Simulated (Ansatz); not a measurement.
# H7NOSiSn: the cost of one run

All numbers below are computed with Ansatz 0.2.0 (RKS PBE-D4/def2-SVP).

**1. The system as given**

Bond lengths: N1–Sn2 2.007 Å, Sn2–Si3 2.493 Å, Si3–O4 1.649 Å, N1–H5 1.103 Å, N1–H6 1.046 Å, Sn2–H7 1.747 Å, Sn2–H8 1.789 Å, Si3–H9 1.528 Å, Si3–H10 1.494 Å, O4–H11 1.072 Å. Angles (14 of 16 angles, heavy atoms first): N1–Sn2–Si3 107.5°, Sn2–Si3–O4 112.1°, N1–Sn2–H7 111.0°, N1–Sn2–H8 111.0°, Si3–Sn2–H7 109.2°, Si3–Sn2–H8 109.7°, Sn2–N1–H5 106.9°, Sn2–N1–H6 110.2°, Sn2–Si3–H9 109.7°, Sn2–Si3–H10 110.0°, O4–Si3–H9 111.0°, O4–Si3–H10 107.5°, Si3–O4–H11 103.5°, H7–Sn2–H8 108.4°.

As a file:

```xyz
11

N    -1.7172    1.1123   -0.2027
Sn    0.1965    0.8163   -0.7298
Si    1.0401   -1.1369    0.5704
O     0.1816   -2.5087    0.2562
H    -2.0493    2.0356   -0.7065
H    -1.7774    1.3643    0.8108
H     0.3302    0.4703   -2.4369
H     1.1910    2.2578   -0.3660
H     1.0217   -0.8096    2.0625
H     2.4664   -1.4082    0.2169
H    -0.8182   -2.2501    0.5456
```

**2. Relaxing end A**

File input.yaml:

```yaml
crystal:
  periodic: [false, false, false]
  atoms:
    - { symbol: "N", position_ang: [-1.7172, 1.1123, -0.2027] }
    - { symbol: Sn, position_ang: [0.1965, 0.8163, -0.7298] }
    - { symbol: Si, position_ang: [1.0401, -1.1369, 0.5704] }
    - { symbol: O, position_ang: [0.1816, -2.5087, 0.2562] }
    - { symbol: H, position_ang: [-2.0493, 2.0356, -0.7065] }
    - { symbol: H, position_ang: [-1.7774, 1.3643, 0.8108] }
    - { symbol: H, position_ang: [0.3302, 0.4703, -2.4369] }
    - { symbol: H, position_ang: [1.191, 2.2578, -0.366] }
    - { symbol: H, position_ang: [1.0217, -0.8096, 2.0625] }
    - { symbol: H, position_ang: [2.4664, -1.4082, 0.2169] }
    - { symbol: H, position_ang: [-0.8182, -2.2501, 0.5456] }
basis:
  gaussian: { orbitals: def2-SVP }
hamiltonian:
  xc: pbe
  dispersion: d4
relax:
  f_tol: 0.015
  max_steps: 40
```

Run with:

```
ansatz run input.yaml --threads 2 --pin off --max-ram 3072MiB --backend cpu --events-out ev --progress --plain --runs-dir out
```

Q: Estimate wall time and peak memory on 2 threads of Arm Neoverse V1, shared host.

About 51 s, with a peak of 0.15 GiB.
